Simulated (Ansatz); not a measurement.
**Cl2H4OSi2: one species, many methods**

How much do the methods differ for Cl2H4OSi2? The plan is to run it at one geometry with functionals of several rungs and with coupled cluster, and see how far each lands from CCSD(T) at the basis-set limit for the atomisation energy.

Program: Ansatz 0.2.0, Gaussian basis. Level of theory: functionals in def2-TZVPP, the program's frozen cores in correlated methods. These are calculated values, not measurements.

Plan: LDA (SPW92), PBE-D4, revPBE-D4, BLYP-D4, r2SCAN-D4, B97M-V, PBE0-D4, B3LYP-D4, r2SCANh-D4, r2SCAN0-D4, HSE06-D4, BHLYP-D4, CAM-B3LYP-D4, LC-ωPBE, ωB97X-V, ωB97M-V, B2PLYP, PBE-QIDH; CCSD(T)/def2-SVP; CCSD(T)/def2-TZVPP; MP2/def2-QZVPP; extrapolation to the limit; RPA on PBE.

### Step 1. The geometry

All runs share one geometry, relaxed beforehand with PBE0-D4 in a triple-zeta def2 set.

SMILES `O[SiH](Cl)[SiH2]Cl`, 9 atoms, charge 0, spin multiplicity 1.

Atoms are counted from 1 here; the program's logs count them from 0.

Bond lengths: O1–Si2 1.636 Å, O1–H6 0.961 Å, Si2–Cl3 2.060 Å, Si2–Si4 2.346 Å, Si2–H7 1.478 Å, Si4–Cl5 2.072 Å, Si4–H8 1.483 Å, Si4–H9 1.485 Å. Angles: Si2–O1–H6 117.0°, O1–Si2–Cl3 111.6°, O1–Si2–Si4 109.2°, O1–Si2–H7 106.3°, Cl3–Si2–Si4 106.2°, Cl3–Si2–H7 107.7°, Si4–Si2–H7 116.0°, Si2–Si4–Cl5 103.8°, Si2–Si4–H8 113.9°, Si2–Si4–H9 113.2°, Cl5–Si4–H8 108.3°, Cl5–Si4–H9 107.6°, H8–Si4–H9 109.7°.

### Step 2. LDA

This LDA is Slater exchange with PW92 correlation.

Input file in.yaml:

```yaml
crystal:
  periodic: [false, false, false]
  atoms:
    - {symbol: O, position_ang: [-1.849997, 0.527509, -0.536347]}
    - {symbol: Si, position_ang: [-0.875381, -0.609484, 0.121134]}
    - {symbol: Cl, position_ang: [-0.604979, -2.205630, -1.152949]}
    - {symbol: Si, position_ang: [1.252730, 0.311205, 0.474689]}
    - {symbol: Cl, position_ang: [1.577606, 1.465121, -1.214965]}
    - {symbol: H, position_ang: [-1.484066, 1.057265, -1.249307]}
    - {symbol: H, position_ang: [-1.574417, -1.109291, 1.323944]}
    - {symbol: H, position_ang: [2.335675, -0.697250, 0.564861]}
    - {symbol: H, position_ang: [1.311330, 1.214356, 1.651842]}
basis:
  gaussian: {orbitals: def2-TZVPP}
hamiltonian: {xc: lda}
output: {orbitals: {seedname: orbitals}}
```

Launch:

```bash
> ansatz run in.yaml --threads 4 --pin off --events-out ev --progress --plain --max-ram 10444MiB
```

Further steps of the session: PBE-D4 (GGA); revPBE-D4 (GGA); BLYP-D4 (GGA); r2SCAN-D4 (meta-GGA); B97M-V (meta-GGA); B3LYP-D4 (hybrid); r2SCANh-D4 (hybrid); r2SCAN0-D4 (hybrid); HSE06-D4 (hybrid); BHLYP-D4 (hybrid); CAM-B3LYP-D4 (range-separated); LC-ωPBE (range-separated); ωB97X-V (range-separated); ωB97M-V (range-separated); B2PLYP (double hybrid); PBE-QIDH (double hybrid); CCSD(T) in def2-SVP; CCSD(T) in def2-TZVPP; MP2 in def2-QZVPP; RPA on PBE orbitals.

**Question.** What will the summary of the whole plan be? Wanted: atomisation energy, CCSD(T)/CBS; farthest beyond LDA; mean size of error, GGA; mean size of error, meta-GGA; mean size of error, hybrid; mean size of error, range-separated; mean size of error, double hybrid; gap, smallest and largest; T1 diagnostic.

**Answer**, as computed:

| quantity | value |
| --- | --- |
| atomisation energy, CCSD(T)/CBS | 2963.6 kJ/mol |
| functionals within 14.8 kJ/mol (0.5 %) | PBE-D4, r2SCAN-D4, B97M-V, ωB97X-V, ωB97M-V |
| farthest beyond LDA | BHLYP-D4 (-100.8 kJ/mol) |
| mean size of error, GGA | 44.8 kJ/mol |
| mean size of error, meta-GGA | 6.4 kJ/mol |
| mean size of error, hybrid | 48.0 kJ/mol |
| mean size of error, range-separated | 23.9 kJ/mol |
| mean size of error, double hybrid | 56.9 kJ/mol |
| gap, smallest and largest | 4.77 eV (LDA (SPW92)), 11.77 eV (LC-ωPBE) |
| T1 diagnostic | 0.0109 |
| triples share of the correlation energy | 3.8 % |

The LDA atomisation energy is off by 367.5 kJ/mol (12 %): it overbinds. PBE-D4 misses by -5.0 kJ/mol. Double hybrids carry the basis error of their MP2 part in triple zeta, and no dispersion term here, so their miss is partly the set-up's. Taken by rung, meta-GGA functionals do best (6.4 kJ/mol on average) and double hybrid ones worst beyond LDA (56.9 kJ/mol). hybrid functionals lie within the reference's doubt of that worst mean (48.0 kJ/mol), so those two tie. The reference freezes the cores and leaves out relativity and excitations past (T), so misses under about 14.8 kJ/mol can't be ranked. Hartree-Fock recovers 73 % of the binding; the rest is correlation. CCSD(T) in def2-SVP is off by -282.5 kJ/mol, which most functionals beat. Orbital gaps span 4.8 to 11.8 eV; exact exchange widens them.
